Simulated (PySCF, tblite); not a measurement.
# C5H8F2SSi: geometry, infrared bands and NMR shifts

Aim: predict the infrared bands and NMR shifts of C5H8F2SSi (`CSC1=C(F)[C@H](F)[SiH2]C1`).

Programs: tblite 0.8.0 and PySCF 2.14.0, with density-fitted response routines of our own. Each step states its level of theory. These are calculated values for one molecule in the gas phase, unless marked as measured. Atoms are numbered from 0 throughout.

## 1. The molecule as given

17 atoms, charge 0, multiplicity 1; geometry from: force field or distance geometry start.

Bonds of the start (Å): C0–S1 1.82, S1–C2 1.72, C2–C3 1.36, C3–F4 1.34, C3–C5 1.51, C5–F6 1.36, C5–Si7 1.88, Si7–C8 1.92, C8–C2 1.52, C0–H9 1.10, C0–H10 1.09, C0–H11 1.08, C5–H12 1.08, Si7–H13 1.48, Si7–H14 1.50, C8–H15 1.10, C8–H16 1.09.

## 2. Geometry optimisation with GFN2-xTB

The job: settings as JSON, then the geometry in Å.

```
{"job": {"kind": "relax", "xc": "GFN2-xTB", "basis": "xTB"}, "charge": 0, "multiplicity": 1}
C      2.944900    -0.211600     0.079000
S      1.754400    -1.131800    -0.943900
C      0.270300    -0.439600    -0.415500
C     -0.050300     0.874400    -0.574700
F      0.814100     1.733300    -1.127600
C     -1.405700     1.355200    -0.118800
F     -1.282300     2.247600     0.905100
Si    -2.278900    -0.188500     0.517100
C     -0.785500    -1.346200     0.190800
H      2.667900    -0.281800     1.143100
H      2.963200     0.841100    -0.217900
H      3.931700    -0.634500    -0.054900
H     -1.948600     1.835000    -0.926200
H     -2.633200    -0.159600     1.957100
H     -3.445900    -0.568400    -0.340900
H     -0.444600    -1.774300     1.145000
H     -1.078500    -2.138500    -0.497300
```

Launch:

```
$ OMP_NUM_THREADS=1 python probes_run.py task.json out
```

The driver reads the jobs from task.json and runs them one after another.

**Question.** This job is followed by: GFN2-xTB harmonic vibrations, gas phase; GIAO PBE0/pcSseg-1 NMR shielding, non-relativistic, gas phase. What will the session give for the following? strongest single infrared mode (GFN2-xTB); zero-point energy (GFN2-xTB); 13C shifts against TMS (PBE0/pcSseg-1); 1H shifts against TMS (PBE0/pcSseg-1, means over atoms taken as alike); 33S shifts against CS2 (PBE0/pcSseg-1); 19F shifts against CFCl3 (PBE0/pcSseg-1); 29Si shifts against TMS (PBE0/pcSseg-1).

The runs gave:

| quantity | value |
| --- | --- |
| strongest single infrared mode (GFN2-xTB) | 2328 cm⁻¹, 279 km/mol |
| zero-point energy (GFN2-xTB) | 71.8 kcal/mol |
| 13C shifts against TMS (PBE0/pcSseg-1) | 165.2, 134.0, 91.4, 21.0, 15.4 ppm |
| 1H shifts against TMS (PBE0/pcSseg-1, means over atoms taken as alike) | 5.57, 4.39, 4.28, 2.70, 2.15, 1.48 ppm |
| 33S shifts against CS2 (PBE0/pcSseg-1) | 22 ppm |
| 19F shifts against CFCl3 (PBE0/pcSseg-1) | -135.8, -219.7 ppm |
| 29Si shifts against TMS (PBE0/pcSseg-1) | -39.6 ppm |

**Reading.** Over 119 steps the energy fell by 0.309 eV; of the close pairs, C5–Si7 changed most, 1.884 to 1.923 Å. All 45 modes are real, so the xTB geometry is a minimum. The strongest single mode, at 2328 cm⁻¹, moves mainly H13. GFN2-xTB is a fitted tight-binding method: band positions and strengths are rough. Its intensities can rank the bands wrongly. The most deshielded hydrogen is H12 (hydrogen on an allylic sp3 CH bonded to F and Si), at 5.57 ppm: its carbon carries F, which withdraws density. At PBE0/pcSseg-1: Shielding is most anisotropic at S1 (span 375 ppm, paramagnetic term -575 ppm).
